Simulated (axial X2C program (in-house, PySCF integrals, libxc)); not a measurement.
# FeCl⁺: from the state search to constants

What are the state, bond length, wavenumber and bond energy of FeCl⁺, and what does spin–orbit coupling change?

Program: an in-house X2C program for linear molecules on PySCF integrals. Level of theory: all-electron X2C, Fe dyall-v3z, Cl dyall-v3z. These are calculated values, not measurements.

## 1. Input

File task.json:

```json
{"zs": [26, 17], "q": 1, "bas": ["dyall-v3z", "dyall-v3z"], "levels": ["PBE0", "HF", "r2SCAN", "PBE50"], "cc": false, "r0": 2.15, "npts": 10, "nst": 2, "ntry": 6}
```

Keys: zs atomic numbers; q charge; bas basis sets; levels methods (HF also brings MP2); cc coupled cluster on or off; r0 starting distance in Å; npts points asked for on the curve; nst determinants followed; ntry starts of the search.

On the command line:

```console
$ python so2c.py task.json out
```

Spin-free means the one-electron spin-free X2C Hamiltonian; two-component (2c) means X2C with spin–orbit coupling and atomic mean-field two-electron Coulomb and Gaunt terms. Basis: Fe dyall-v3z contracted to [9s10p6d3f2g], Cl dyall-v3z contracted to [8s7p2d1f]; Gaussian nuclei, density fitting. Masses: Fe 55.935 u, Cl 34.969 u.

Notation: σ, π±, δ± give the projection m of an orbital's angular momentum (0, ±1, ±2), α and β its spin, Λ and M_S the sums; ω is the projection of a spinor's total angular momentum and Ω the sum. Logs are in hartree.

The results follow Hamiltonian by Hamiltonian and level by level.

## 2. Search for the lowest determinant

PBE0 moves the distance from 2.150 Å to 2.052 Å and compares determinants there.

Spin-free determinants:

```
ΔE (eV)           state                                        open shells
   0.00  M_S = 2, Λ = 2  beyond closed shells: σα, π+α, π-α, δ+α, δ+β, δ-α
   0.23  M_S = 2, Λ = 1  beyond closed shells: σα, π+α, π+β, π-α, δ+α, δ-α
   0.28  M_S = 2, Λ = 0           beyond closed shells: π+α, π-α, δ+α, δ-α
   1.55  M_S = 1, Λ = 1  beyond closed shells: σα, π+α, π+β, π-β, δ+α, δ-α
   1.99  M_S = 3, Λ = 0   beyond closed shells: 2 × σα, π+α, π-α, δ+α, δ-α
   2.22  M_S = 1, Λ = 1           beyond closed shells: π-α, δ+α, δ+β, δ-α
   2.22  M_S = 1, Λ = 3           beyond closed shells: π+α, δ+α, δ+β, δ-α
```

Two-component determinants:

```json
{"ΔE (eV)": "0.00", "state": "Ω = 4", "open shells": "excess of +ω over −ω: ω = 3/2, ω = 5/2"}
{"ΔE (eV)": "0.25", "state": "Ω = 3", "open shells": "excess of +ω over −ω: ω = 1/2, ω = 5/2"}
{"ΔE (eV)": "0.31", "state": "Ω = 1", "open shells": "excess of +ω over −ω: ω = -3/2, ω = 5/2"}
{"ΔE (eV)": "0.32", "state": "Ω = 2", "open shells": "excess of +ω over −ω: ω = -1/2, ω = 5/2"}
{"ΔE (eV)": "1.37", "state": "Ω = 3", "open shells": "excess of +ω over −ω: 2 × ω = -1/2, ω = 3/2, ω = 5/2"}
{"ΔE (eV)": "1.57", "state": "Ω = 0", "open shells": "excess of +ω over −ω: ω = 1/2, 2 × ω = -3/2, ω = 5/2"}
{"ΔE (eV)": "1.63", "state": "Ω = 2", "open shells": "excess of +ω over −ω: 2 × ω = 1/2, ω = -3/2, ω = 5/2"}
```

## 3. PBE0, spin-free

State followed: M_S = 2, Λ = 2 (beyond closed shells: σα, π+α, π-α, δ+α, δ+β, δ-α). The scan is laid around 2.052 Å, a first estimate of the minimum, and this SCF restarts from the orbitals of the search.

Output at 2.052 Å:

```text
spin-free X2C-1e  PBE0
basis functions 154  fitting functions 892  grid points 5078
iter        total energy     max residual
   1      -1733.693318428     6.64e-06
   2      -1733.693318427     1.50e-05
converged
one-electron -2611.04184852  Coulomb 847.45881955  exact exchange -20.61162839  xc functional -63.48322599  nuclear repulsion 113.98456493
```

Along the bond, energies from the lowest point:

```tsv
R (Å)	E (eV)	μ (D)	HOMO (eV)	LUMO (eV)	iterations
1.785	1.0312	-4.45	-14.03	-9.79	11
1.867	0.4302	-4.88	-14.16	-9.79	11
1.929	0.1706	-5.19	-14.26	-9.82	11
1.990	0.0365	-5.49	-14.38	-9.86	10
2.052	0.0000	-5.79	-14.49	-9.92	2
2.124	0.0515	-6.11	-14.63	-10.01	11
2.196	0.1780	-6.43	-14.54	-10.16	11
2.288	0.4169	-6.80	-14.29	-10.33	11
2.401	0.7796	-7.22	-14.00	-10.52	12
2.565	1.3668	-7.72	-13.67	-10.77	14
```

Dipoles are positive if Cl is the positive end and refer to the centre of mass.

Outer orbitals at the reference distance:

```json
{"symmetry": "σα", "occupied": "yes", "ε (eV)": "-28.70", "atomic character": "74% Cl s, 9% Fe p, 9% Fe d"}
{"symmetry": "σβ", "occupied": "yes", "ε (eV)": "-28.37", "atomic character": "75% Cl s, 9% Fe p, 8% Fe d"}
{"symmetry": "σα", "occupied": "yes", "ε (eV)": "-19.34", "atomic character": "80% Fe d, 15% Cl p, 3% Cl s"}
{"symmetry": "π+α", "occupied": "yes", "ε (eV)": "-19.04", "atomic character": "94% Fe d, 5% Cl p"}
{"symmetry": "π-α", "occupied": "yes", "ε (eV)": "-19.04", "atomic character": "94% Fe d, 5% Cl p"}
{"symmetry": "δ+α", "occupied": "yes", "ε (eV)": "-17.76", "atomic character": "100% Fe d"}
{"symmetry": "δ-α", "occupied": "yes", "ε (eV)": "-17.76", "atomic character": "100% Fe d"}
{"symmetry": "σβ", "occupied": "yes", "ε (eV)": "-16.68", "atomic character": "73% Cl p, 13% Fe d, 6% Fe s"}
{"symmetry": "σα", "occupied": "yes", "ε (eV)": "-15.77", "atomic character": "62% Cl p, 19% Fe s, 14% Fe d"}
{"symmetry": "π+β", "occupied": "yes", "ε (eV)": "-15.10", "atomic character": "77% Cl p, 16% Fe d, 4% Fe p"}
{"symmetry": "π-β", "occupied": "yes", "ε (eV)": "-15.08", "atomic character": "78% Cl p, 15% Fe d, 4% Fe p"}
{"symmetry": "π-α", "occupied": "yes", "ε (eV)": "-14.86", "atomic character": "83% Cl p, 9% Fe d, 5% Fe p"}
{"symmetry": "π+α", "occupied": "yes", "ε (eV)": "-14.86", "atomic character": "83% Cl p, 9% Fe d, 5% Fe p"}
{"symmetry": "δ+β", "occupied": "yes", "ε (eV)": "-14.49", "atomic character": "100% Fe d"}
{"symmetry": "σβ", "occupied": "no", "ε (eV)": "-9.92", "atomic character": "62% Fe d, 32% Fe s, 5% Cl p"}
{"symmetry": "σα", "occupied": "no", "ε (eV)": "-9.86", "atomic character": "59% Fe s, 29% Fe p, 8% Cl p"}
{"symmetry": "π+β", "occupied": "no", "ε (eV)": "-9.56", "atomic character": "85% Fe d, 11% Cl p, 2% Fe p"}
{"symmetry": "π-β", "occupied": "no", "ε (eV)": "-9.36", "atomic character": "86% Fe d, 10% Cl p, 2% Fe p"}
```

PBE0 fields in the half plane through the axis: z from -2.4 to 4.2 Å across, distance from the axis 0.15 to 2.25 Å upwards; Fe lies at z = 0 and Cl at z = 2.052 Å; the ELF is damped to zero where the density is low.

log10 density (e/bohr³). Ten even steps from ' ' (-5.76 ) to '@' (1.39 ):
```
    ......::::::--------------------::::::....
  ....::::::------------==========------::::..
  ....::------========================----::::
....::----======++++++++++++++++++++====----::
..::::--====++++++++++++++********++++====--::
..::----==++****##************##****++++==----
..::--====++**##%%####****########****++==----
..::--==++**##%%@@%%##****##%%@@####**++====--
```

ELF. Ten even steps from '0' (0.00 ) to '9' (0.89 ):
```
00000000000000000000000
00000000000011222100000
00000000000123454321000
00000000101256777642000
00000011111368999874100
00000013431389999986300
00000148873288215997310
00000277775284791897410
```

Re = 2.048 Å, ωe = 504 cm⁻¹, ωexe = 1.49 cm⁻¹, Be = 0.1867 cm⁻¹, De = 3.18 eV, μ = -5.77 D.

## 4. HF, spin-free

The SCF at the reference distance of 2.052 Å:

```text
spin-free X2C-1e  HF
basis functions 154  fitting functions 892  grid points 5078
iter        total energy     max residual
   1      -1732.044977617     1.10e-01
   2      -1732.089479061     2.49e-02
   3      -1732.095462859     1.27e-02
   4      -1732.096906581     5.17e-03
   5      -1732.097557236     1.17e-03
   6      -1732.097632060     4.77e-04
   7      -1732.097646499     1.77e-04
   8      -1732.097649111     5.84e-05
   9      -1732.097649510     2.73e-05
  10      -1732.097649608     1.53e-05
  11      -1732.097649620     6.45e-06
  12      -1732.097649622     2.22e-06
converged
one-electron -2610.56762469  Coulomb 847.11653608  exact exchange -82.63112594  xc functional 0.00000000  nuclear repulsion 113.98456493
```

No constants are quoted: the solution changes its character somewhere along the scan, so the fit is set aside.

## 5. r2SCAN, spin-free

Output at 2.052 Å:

```text
spin-free X2C-1e  r2SCAN
basis functions 154  fitting functions 892  grid points 5078
iter        total energy     max residual
   1      -1733.992126193     3.18e-02
   2      -1733.989069727     2.56e-02
   3      -1733.942724223     8.50e-02
   4      -1733.994679941     7.71e-03
   5      -1733.995687855     1.28e-03
   6      -1733.995734390     7.00e-04
   7      -1733.995737724     1.08e-04
   8      -1733.995737960     3.46e-05
   9      -1733.995737973     6.80e-06
  10      -1733.995737974     5.93e-07
converged
one-electron -2611.23760916  Coulomb 847.65839945  exact exchange 0.00000000  xc functional -84.40109319  nuclear repulsion 113.98456493
```

Re = 2.037 Å, ωe = 505 cm⁻¹, ωexe = 1.59 cm⁻¹, Be = 0.1889 cm⁻¹, De = 3.07 eV, μ = -5.22 D.

## 6. PBE50, spin-free

The SCF at the reference distance of 2.052 Å:

```text
spin-free X2C-1e  PBE50
basis functions 154  fitting functions 892  grid points 5078
iter        total energy     max residual
   1      -1733.736330273     3.69e-02
   2      -1733.742813086     1.01e-02
   3      -1733.742861176     8.99e-03
   4      -1733.743911100     2.46e-03
   5      -1733.743965908     9.16e-04
   6      -1733.743990997     2.50e-04
   7      -1733.743993122     7.07e-05
   8      -1733.743993328     3.46e-05
   9      -1733.743993370     1.06e-05
  10      -1733.743993376     3.38e-06
  11      -1733.743993376     8.75e-07
converged
one-electron -2611.04066262  Coulomb 847.51756782  exact exchange -41.27069785  xc functional -42.93476565  nuclear repulsion 113.98456493
```

Re = 2.063 Å, ωe = 508 cm⁻¹, ωexe = 1.44 cm⁻¹, Be = 0.1841 cm⁻¹, De = 2.91 eV, μ = -6.75 D.

## 7. MP2, spin-free

Correlated methods: 14 electrons correlated (frozen shells, counted by type: Fe 3 s, 2 p; Cl 2 s, 1 p), 232 virtual spinors in MP2.

MP2: No constants are quoted: the reference changes its character somewhere along the scan, so the fit is set aside.

## 8. A higher determinant, spin-free

State: M_S = 2, Λ = 1 (beyond closed shells: σα, π+α, π+β, π-α, δ+α, δ-α).

Output at the reference distance:

```text
spin-free X2C-1e  PBE0
basis functions 154  fitting functions 892  grid points 5078
iter        total energy     max residual
   1      -1733.684840026     1.66e-06
   2      -1733.684840026     1.88e-06
converged
one-electron -2610.69358499  Coulomb 847.11799013  exact exchange -20.61150414  xc functional -63.48230594  nuclear repulsion 113.98456493
```

```tsv
R (Å)	E above the lowest PBE0 point (eV)
1.785	1.454
1.867	0.781
1.929	0.476
1.990	0.302
2.052	0.231
2.124	0.246
2.196	0.340
2.288	0.542
2.401	0.865
```

Re = 2.076 Å, ωe = 488 cm⁻¹, ωexe = 1.52 cm⁻¹, Be = 0.1819 cm⁻¹, μ = -5.97 D. Te = 0.23 eV.

## 9. The spin-free curves together

Energy (eV) of the followed determinant, spin-free, from each level's lowest point:

```tsv
R (Å)	PBE0	HF (jumps)	MP2 (its reference jumps)	r2SCAN	PBE50
1.785	1.031	1.869	1.231	0.932	1.183
1.867	0.430	0.969	0.558	0.371	0.518
1.929	0.171	0.525	0.250	0.135	0.222
1.990	0.037	0.237	0.073	0.021	0.059
2.052	0.000	0.071	0.000	0.000	0.000
2.124	0.051	0.000	0.016	0.065	0.033
2.196	0.178	0.029	0.116	0.201	0.148
2.288	0.417	0.172	0.330	0.446	0.381
2.401	0.780	0.452	0.677	0.810	0.744
2.565	1.367	0.950	1.323	1.390	1.340
```

## 10. PBE0, 2c

State followed: Ω = 4 (excess of +ω over −ω: ω = 3/2, ω = 5/2). The scan is laid around 2.052 Å, a first estimate of the minimum, and this SCF restarts from the orbitals of the search.

The SCF at the reference distance of 2.052 Å:

```text
two-component X2C + atomic mean field  PBE0
basis functions 154  fitting functions 892  grid points 5078
iter        total energy     max residual
   1      -1733.286644448     6.92e-06
   2      -1733.286644448     4.48e-06
converged
one-electron -2610.03036426  Coulomb 847.25439797  exact exchange -20.60630333  xc functional -63.46691881  nuclear repulsion 113.98456493  atomic mean-field constant -0.42202094
```

Along the bond, energies from the lowest point:

```tsv
R (Å)	E (eV)	μ (D)	HOMO (eV)	LUMO (eV)	iterations
1.785	1.0345	-4.45	-14.08	-9.79	11
1.867	0.4322	-4.88	-14.21	-9.79	11
1.929	0.1719	-5.19	-14.31	-9.81	11
1.990	0.0371	-5.49	-14.42	-9.86	10
2.052	0.0000	-5.78	-14.54	-9.91	2
2.124	0.0509	-6.11	-14.65	-10.01	11
2.196	0.1768	-6.42	-14.50	-10.15	11
2.288	0.4151	-6.80	-14.25	-10.33	11
2.401	0.7773	-7.22	-13.96	-10.52	12
2.565	1.3637	-7.71	-13.64	-10.77	14
```

Dipoles are positive if Cl is the positive end and refer to the centre of mass.

Outer spinors at the reference distance:

```csv
ω,occupied,ε (eV),atomic character,λ mixture
1/2,yes,-28.71,"74% Cl s, 9% Fe p, 9% Fe d",100% σ
-1/2,yes,-28.38,"75% Cl s, 9% Fe p, 8% Fe d",100% σ
1/2,yes,-19.34,"80% Fe d, 15% Cl p, 3% Cl s",100% σ
-1/2,yes,-19.06,"94% Fe d, 5% Cl p",100% π
3/2,yes,-19.01,"94% Fe d, 5% Cl p",100% π
-3/2,yes,-17.81,100% Fe d,100% δ
5/2,yes,-17.70,100% Fe d,100% δ
-1/2,yes,-16.68,"73% Cl p, 13% Fe d, 6% Fe s",100% σ
1/2,yes,-15.77,"62% Cl p, 19% Fe s, 14% Fe d","99% σ, 1% π"
1/2,yes,-15.13,"77% Cl p, 16% Fe d, 4% Fe p","99% π, 1% σ"
-3/2,yes,-15.04,"78% Cl p, 15% Fe d, 4% Fe p",100% π
-1/2,yes,-14.90,"83% Cl p, 9% Fe d, 5% Fe p",100% π
3/2,yes,-14.82,"83% Cl p, 9% Fe d, 5% Fe p",100% π
3/2,yes,-14.54,100% Fe d,100% δ
-1/2,no,-9.91,"62% Fe d, 32% Fe s, 5% Cl p",100% σ
1/2,no,-9.85,"58% Fe s, 29% Fe p, 8% Cl p",100% σ
1/2,no,-9.58,"85% Fe d, 11% Cl p, 2% Fe p",100% π
-3/2,no,-9.34,"86% Fe d, 10% Cl p, 2% Fe p",100% π
```

PBE0 fields in the half plane through the axis: z from -2.4 to 4.2 Å across, distance from the axis 0.15 to 2.25 Å upwards; Fe lies at z = 0 and Cl at z = 2.052 Å; the ELF is damped to zero where the density is low.

log10 density (e/bohr³). Ten even steps from ' ' (-5.76 ) to '@' (1.39 ):
```
    ......::::::--------------------::::::....
  ....::::::------------==========------::::..
  ....::------========================----::::
....::----======++++++++++++++++++++====----::
..::::--====++++++++++++++********++++====--::
..::----==++****##************##****++++==----
..::--====++**##%%####****########****++==----
..::--==++**##%%@@%%##****##%%@@####**++====--
```

ELF. Ten even steps from '0' (0.00 ) to '9' (0.89 ):
```
00000000000000000000000
00000000000011222100000
00000000000123454321000
00000000101256777642000
00000011111368999874100
00000023431389999986300
00000148873288215997310
00000277775284791897410
```

Re = 2.049 Å, ωe = 504 cm⁻¹, ωexe = 1.49 cm⁻¹, Be = 0.1867 cm⁻¹, De = 3.23 eV, μ = -5.77 D.

## 11. HF, 2c

Output at 2.052 Å:

```text
two-component X2C + atomic mean field  HF
basis functions 154  fitting functions 892  grid points 5078
iter        total energy     max residual
   1      -1731.638635624     1.10e-01
   2      -1731.683149194     2.49e-02
   3      -1731.689135300     1.26e-02
   4      -1731.690580134     5.16e-03
   5      -1731.691230537     1.16e-03
   6      -1731.691305442     4.68e-04
   7      -1731.691319944     1.77e-04
   8      -1731.691322593     5.77e-05
   9      -1731.691323018     4.53e-05
  10      -1731.691323139     3.52e-05
  11      -1731.691323165     2.75e-05
  12      -1731.691323177     2.08e-05
  13      -1731.691323188     1.34e-05
  14      -1731.691323195     6.83e-06
  15      -1731.691323196     3.36e-06
  16      -1731.691323196     1.94e-06
converged
one-electron -2609.55569154  Coulomb 846.91166699  exact exchange -82.60984263  xc functional 0.00000000  nuclear repulsion 113.98456493  atomic mean-field constant -0.42202094
```

No constants are quoted: the solution changes its character somewhere along the scan, so the fit is set aside.

## 12. r2SCAN, 2c

The SCF at the reference distance of 2.052 Å:

```text
two-component X2C + atomic mean field  r2SCAN
basis functions 154  fitting functions 892  grid points 5078
iter        total energy     max residual
   1      -1733.585079311     3.18e-02
   2      -1733.582033738     2.56e-02
   3      -1733.535693601     8.50e-02
   4      -1733.587639938     7.74e-03
   5      -1733.588651959     1.28e-03
   6      -1733.588698255     7.00e-04
   7      -1733.588701579     1.09e-04
   8      -1733.588701815     3.44e-05
   9      -1733.588701828     6.86e-06
  10      -1733.588701829     5.99e-07
converged
one-electron -2610.22646917  Coulomb 847.45437821  exact exchange 0.00000000  xc functional -84.37915486  nuclear repulsion 113.98456493  atomic mean-field constant -0.42202094
```

Re = 2.037 Å, ωe = 505 cm⁻¹, ωexe = 1.59 cm⁻¹, Be = 0.1888 cm⁻¹, De = 3.12 eV, μ = -5.22 D.

## 13. PBE50, 2c

Output at 2.052 Å:

```text
two-component X2C + atomic mean field  PBE50
basis functions 154  fitting functions 892  grid points 5078
iter        total energy     max residual
   1      -1733.329794215     3.69e-02
   2      -1733.336277423     1.01e-02
   3      -1733.336322155     9.03e-03
   4      -1733.337379014     2.45e-03
   5      -1733.337433829     9.17e-04
   6      -1733.337458929     2.50e-04
   7      -1733.337461049     7.06e-05
   8      -1733.337461255     3.41e-05
   9      -1733.337461299     1.06e-05
  10      -1733.337461306     5.53e-06
  11      -1733.337461307     3.90e-06
converged
one-electron -2610.02849342  Coulomb 847.31244425  exact exchange -41.26004652  xc functional -42.92390959  nuclear repulsion 113.98456493  atomic mean-field constant -0.42202094
```

Re = 2.064 Å, ωe = 508 cm⁻¹, ωexe = 1.44 cm⁻¹, Be = 0.184 cm⁻¹, De = 2.95 eV, μ = -6.75 D.

## 14. MP2, 2c

Correlated methods: 14 electrons correlated (frozen shells, counted by type: Fe 3 s, 2 p; Cl 2 s, 1 p), 232 virtual spinors in MP2.

MP2: No constants are quoted: the reference changes its character somewhere along the scan, so the fit is set aside.

## 15. A higher determinant, 2c

State: Ω = 3 (excess of +ω over −ω: ω = 1/2, ω = 5/2).

Output at the reference distance:

```text
two-component X2C + atomic mean field  PBE0
basis functions 154  fitting functions 892  grid points 5078
iter        total energy     max residual
   1      -1733.277454324     2.32e-05
   2      -1733.277454333     1.62e-05
   3      -1733.277454335     1.38e-05
   4      -1733.277454340     6.35e-06
   5      -1733.277454340     2.22e-06
converged
one-electron -2609.68360474  Coulomb 846.91560688  exact exchange -20.60609928  xc functional -63.46590118  nuclear repulsion 113.98456493  atomic mean-field constant -0.42202094
```

```tsv
R (Å)	E above the lowest PBE0 point (eV)
1.785	1.475
1.867	0.802
1.929	0.496
1.990	0.322
2.052	0.250
2.124	0.265
2.196	0.359
2.288	0.560
2.401	0.883
```

Re = 2.076 Å, ωe = 487 cm⁻¹, ωexe = 1.52 cm⁻¹, Be = 0.1818 cm⁻¹, μ = -5.96 D. Te = 0.24 eV.

## 16. The 2c curves together

Energy (eV) of the followed determinant, 2c, from each level's lowest point:

```tsv
R (Å)	PBE0	HF (jumps)	MP2 (its reference jumps)	r2SCAN	PBE50
1.785	1.034	1.874	1.235	0.935	1.187
1.867	0.432	0.972	0.561	0.373	0.521
1.929	0.172	0.527	0.252	0.136	0.223
1.990	0.037	0.238	0.074	0.021	0.059
2.052	0.000	0.072	0.000	0.000	0.000
2.124	0.051	0.000	0.016	0.065	0.033
2.196	0.177	0.028	0.114	0.200	0.147
2.288	0.415	0.170	0.328	0.445	0.379
2.401	0.777	0.450	0.675	0.808	0.742
2.565	1.364	0.947	1.320	1.387	1.337
```

Time for the job: 2.4 min (1 thread, shared host).

## 17. Results

Lowest determinant that the search found at its distance, spin-free: M_S = 2, Λ = 2 (beyond closed shells: σα, π+α, π-α, δ+α, δ+β, δ-α).

Lowest determinant that the search found at its distance, 2c: Ω = 4 (excess of +ω over −ω: ω = 3/2, ω = 5/2).

```
Hamiltonian   level  Re (Å)  ωe (cm⁻¹)  De (eV)  μ (D)
  spin-free    PBE0   2.048        504     3.18  -5.77
  spin-free  r2SCAN   2.037        505     3.07  -5.22
  spin-free   PBE50   2.063        508     2.91  -6.75
         2c    PBE0   2.049        504     3.23  -5.77
         2c  r2SCAN   2.037        505     3.12  -5.22
         2c   PBE50   2.064        508     2.95  -6.75
```

Dipoles are positive if Cl is the positive end and refer to the centre of mass. No constants: spin-free HF (the solution changes its character somewhere along the scan, so the fit is set aside); spin-free MP2 (the reference changes its character somewhere along the scan, so the fit is set aside); 2c HF (the solution changes its character somewhere along the scan, so the fit is set aside); 2c MP2 (the reference changes its character somewhere along the scan, so the fit is set aside).

Time per point (s) on 1 thread, shared host (2c runs); the times are rough: PBE0 0.63, r2SCAN 0.81, PBE50 0.68.

What this shows: At PBE0, going from spin-free to two-component changes Re by 0 mÅ, ωe by -0.1 %; the spin-free picture holds up (part of it comes from the scalar share of the two-electron terms). De moves by +0.04 eV; both De rest on single-determinant atoms, which can miss part of an open shell's spin–orbit lowering.

De refers to Fe+ + Cl, each in the lowest determinant found, which need not be this curve's own limit. Each curve is one determinant whose occupation by symmetry is held fixed; it was picked as the lowest of a PBE0 search that is not exhaustive. Dissociation energies refer to the lowest single-determinant-based atoms at the same level and basis. Density functionals use the spin component along the axis (collinear). The meta-GGAs lack a current-density term, which matters for open shells with orbital currents, atoms included. With several unpaired electrons one determinant need not be a pure state.
